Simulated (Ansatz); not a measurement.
Geometry optimisation, DFT PBE, scalar-relativistic, plane waves, PAW (Ansatz).

Input:

```yaml
crystal:
  lattice:
    - [10.86, 0.0, 0.0]
    - [0.0, 10.86, 0.0]
    - [0.0, 0.0, 10.86]
  atoms:
    - { symbol: Si, position: [0.5025594, 0.0021359, -0.0016724] }
    - { symbol: Si, position: [0.623602, 0.1259352, 0.1274665] }
    - { symbol: Si, position: [0.7484507, 0.2481183, 0.0008755] }
    - { symbol: Si, position: [0.8759025, 0.376758, 0.1231712] }
    - { symbol: Si, position: [0.7502262, -0.0003345, 0.2510044] }
    - { symbol: Si, position: [0.8760893, 0.1185032, 0.3727962] }
    - { symbol: Si, position: [0.0018274, -0.0017252, 0.0030578] }
    - { symbol: Si, position: [0.1243196, 0.1266067, 0.1262443] }
    - { symbol: Si, position: [0.2488062, 0.2556556, -0.0043419] }
    - { symbol: Si, position: [0.373214, 0.3778537, 0.1282144] }
    - { symbol: Si, position: [0.6260729, 0.6254681, 0.1250175] }
    - { symbol: Si, position: [0.747215, 0.7518188, 0.0009046] }
    - { symbol: Si, position: [0.8749501, 0.8750157, 0.1204726] }
    - { symbol: Si, position: [0.2507657, 0.0005245, 0.2474145] }
    - { symbol: Si, position: [0.3692664, 0.1286533, 0.3760875] }
    - { symbol: Si, position: [0.4985699, 0.2500246, 0.2524709] }
    - { symbol: Si, position: [0.6216106, 0.3780081, 0.3762623] }
    - { symbol: Si, position: [0.7506982, 0.4959038, 0.2495816] }
    - { symbol: Si, position: [0.8756778, 0.6251926, 0.3746209] }
    - { symbol: Si, position: [0.4970341, 0.0008473, 0.4992231] }
    - { symbol: Si, position: [0.6253899, 0.1241161, 0.6256986] }
    - { symbol: Si, position: [0.7477975, 0.256762, 0.500974] }
    - { symbol: Si, position: [0.8739707, 0.3748013, 0.6257311] }
    - { symbol: Si, position: [0.7460734, -0.0046455, 0.7542919] }
    - { symbol: Si, position: [0.8738264, 0.1249004, 0.8760574] }
    - { symbol: Si, position: [-0.0021211, 0.5015099, -6.88e-05] }
    - { symbol: Si, position: [0.1251784, 0.6218292, 0.1258445] }
    - { symbol: Si, position: [0.2502668, 0.7529835, -0.0016966] }
    - { symbol: Si, position: [0.3746899, 0.8750064, 0.1252744] }
    - { symbol: Si, position: [0.0032502, 0.2499588, 0.250272] }
    - { symbol: Si, position: [0.1232705, 0.3727157, 0.3756478] }
    - { symbol: Si, position: [0.2525313, 0.4972345, 0.2550763] }
    - { symbol: Si, position: [0.3785767, 0.622026, 0.3753939] }
    - { symbol: Si, position: [0.5027649, 0.7487283, 0.2459051] }
    - { symbol: Si, position: [0.6252764, 0.8739765, 0.3770328] }
    - { symbol: Si, position: [-0.0055289, -0.0079262, 0.4981329] }
    - { symbol: Si, position: [0.1261102, 0.1293583, 0.625443] }
    - { symbol: Si, position: [0.2465503, 0.2515242, 0.5015855] }
    - { symbol: Si, position: [0.3702373, 0.3781156, 0.6303318] }
    - { symbol: Si, position: [0.5000082, 0.4963296, 0.4996639] }
    - { symbol: Si, position: [0.6248182, 0.619495, 0.6286174] }
    - { symbol: Si, position: [0.7464862, 0.7473296, 0.4994023] }
    - { symbol: Si, position: [0.8783663, 0.87627, 0.620304] }
    - { symbol: Si, position: [0.2518336, 0.0004572, 0.7489785] }
    - { symbol: Si, position: [0.3752045, 0.1239395, 0.8775146] }
    - { symbol: Si, position: [0.5044294, 0.2447323, 0.750517] }
    - { symbol: Si, position: [0.624724, 0.3708349, 0.8753867] }
    - { symbol: Si, position: [0.7482624, 0.4982988, 0.7495014] }
    - { symbol: Si, position: [0.8753554, 0.6235816, 0.875983] }
    - { symbol: Si, position: [0.0032088, 0.7496454, 0.2474089] }
    - { symbol: Si, position: [0.1226322, 0.8720755, 0.3784683] }
    - { symbol: Si, position: [-0.0037067, 0.5008765, 0.4990289] }
    - { symbol: Si, position: [0.1242081, 0.6255036, 0.626301] }
    - { symbol: Si, position: [0.2488973, 0.741988, 0.4983212] }
    - { symbol: Si, position: [0.379529, 0.8780238, 0.6202116] }
    - { symbol: Si, position: [-0.0003355, 0.2522668, 0.7502206] }
    - { symbol: Si, position: [0.1252621, 0.3685386, 0.8735501] }
    - { symbol: Si, position: [0.2508391, 0.5007781, 0.7477914] }
    - { symbol: Si, position: [0.3730938, 0.6281939, 0.8716315] }
    - { symbol: Si, position: [0.5027154, 0.7518249, 0.7546657] }
    - { symbol: Si, position: [0.6225852, 0.873097, 0.8803996] }
    - { symbol: Si, position: [-0.0036013, 0.7540417, 0.7529233] }
    - { symbol: Si, position: [0.126684, 0.8732012, 0.8774868] }
total_charge: -2
basis:
  ecutwfc: 420.0
kpoints:
  mp_grid: { grid: [1, 1, 1] }
hamiltonian:
  xc: pbe
  pseudopotentials: { kind: paw, azcp: { folder: soft_1 } }
scf:
  occupations: { method: gaussian, width: 0.05 }
  lower_state_search: "off"
relax:
  f_tol: 0.03
  max_steps: 60
  adjacent_minimum: "off"
```

Run as:

```bash
$ ansatz run input.yaml --threads 4 --pin off --max-ram 10240MiB --backend cpu --events-out ev --progress --plain --runs-dir out
```

Where does it end, and by what steps?

It converged. The force dipped under the threshold on the way, but the program's further checks kept it going. Limits of this set-up: coarse k mesh, no spin, though dangling bonds at a vacancy may carry it, a typed lattice constant that wasn't relaxed here, charged cell in a uniform background, uncorrected. After 14 steps the energy has fallen by 1.342 eV; Si10 moved furthest, 0.64 Å. Joined: Si10–Si47 (3.87 → 2.64 Å).

```json
{"step": "0", "energy less start (eV)": "0.0000", "largest force component (eV/Å)": "1.608", "accepted": "yes"}
{"step": "1", "energy less start (eV)": "-0.9993", "largest force component (eV/Å)": "0.392", "accepted": "yes"}
{"step": "2", "energy less start (eV)": "-1.1075", "largest force component (eV/Å)": "0.110", "accepted": "yes"}
{"step": "3", "energy less start (eV)": "-1.0959", "largest force component (eV/Å)": "0.105", "accepted": "no"}
{"step": "4", "energy less start (eV)": "-1.1203", "largest force component (eV/Å)": "0.030", "accepted": "yes"}
{"step": "5", "energy less start (eV)": "-1.1213", "largest force component (eV/Å)": "0.046", "accepted": "yes"}
{"step": "6", "energy less start (eV)": "-1.1458", "largest force component (eV/Å)": "0.252", "accepted": "yes"}
{"step": "7", "energy less start (eV)": "-1.2246", "largest force component (eV/Å)": "0.345", "accepted": "yes"}
{"step": "8", "energy less start (eV)": "-1.2705", "largest force component (eV/Å)": "0.311", "accepted": "yes"}
{"step": "9", "energy less start (eV)": "-1.2742", "largest force component (eV/Å)": "0.271", "accepted": "yes"}
{"step": "10", "energy less start (eV)": "-1.2730", "largest force component (eV/Å)": "0.254", "accepted": "no"}
{"step": "11", "energy less start (eV)": "-1.3334", "largest force component (eV/Å)": "0.095", "accepted": "yes"}
{"step": "12", "energy less start (eV)": "-1.3208", "largest force component (eV/Å)": "0.171", "accepted": "no"}
{"step": "13", "energy less start (eV)": "-1.3416", "largest force component (eV/Å)": "0.023", "accepted": "yes"}
{"step": "14", "energy less start (eV)": "-1.3421", "largest force component (eV/Å)": "0.008", "accepted": "yes"}
```

```xyz
63
Lattice="10.8600 0.0000 0.0000 0.0000 10.8600 0.0000 0.0000 0.0000 10.8600" Properties=species:S:1:pos:R:3
Si 5.424 -0.012 0.002
Si 6.832 1.261 1.410
Si 8.065 2.712 0.053
Si 9.485 4.069 1.354
Si 8.196 -0.088 2.774
Si 9.513 1.374 4.091
Si -0.009 0.069 0.004
Si 1.389 1.407 1.377
Si 2.780 2.709 -0.042
Si 4.491 4.036 0.937
Si 6.714 6.788 1.292
Si 8.125 8.159 0.024
Si 9.558 9.485 1.351
Si 2.717 0.000 2.731
Si 4.064 1.422 4.048
Si 5.476 2.713 2.641
Si 6.777 4.069 4.063
Si 8.106 5.431 2.683
Si 9.490 6.792 4.067
Si 5.427 0.069 5.428
Si 6.799 1.406 6.826
Si 8.143 2.747 5.445
Si 9.432 4.114 6.855
Si 8.153 -0.001 8.155
Si 9.471 1.421 9.501
Si -0.009 5.419 0.001
Si 1.412 6.753 1.332
Si 2.698 8.181 -0.023
Si 4.067 9.505 1.357
Si 0.008 2.747 2.721
Si 1.417 4.115 4.011
Si 2.919 5.338 2.497
Si 4.088 6.745 4.005
Si 5.447 8.160 2.704
Si 6.774 9.485 4.136
Si -0.003 -0.001 5.434
Si 1.343 1.374 6.781
Si 2.703 2.755 5.426
Si 4.081 4.074 6.810
Si 5.423 5.419 5.429
Si 6.754 6.753 6.850
Si 8.124 8.108 5.474
Si 9.500 9.490 6.785
Si 2.658 -0.089 8.096
Si 4.021 1.261 9.459
Si 5.381 2.708 8.216
Si 6.361 4.033 9.926
Si 7.919 5.338 8.357
Si 9.428 6.745 9.526
Si 0.036 8.109 2.701
Si 1.347 9.490 4.078
Si 0.006 5.441 5.444
Si 1.387 6.782 6.825
Si 2.718 8.101 5.385
Si 4.070 9.493 6.706
Si -0.011 2.755 8.141
Si 1.372 4.074 9.518
Si 2.783 5.443 8.221
Si 4.157 6.848 9.595
Si 5.400 8.181 8.135
Si 6.780 9.506 9.505
Si -0.053 8.101 8.156
Si 1.269 9.492 9.508
```

Whether the end is a true minimum wasn't checked by a vibrational analysis.

Run time: 70 s on 4 threads of Arm Neoverse V1, with other jobs on the host, peak memory 1.1 GiB.
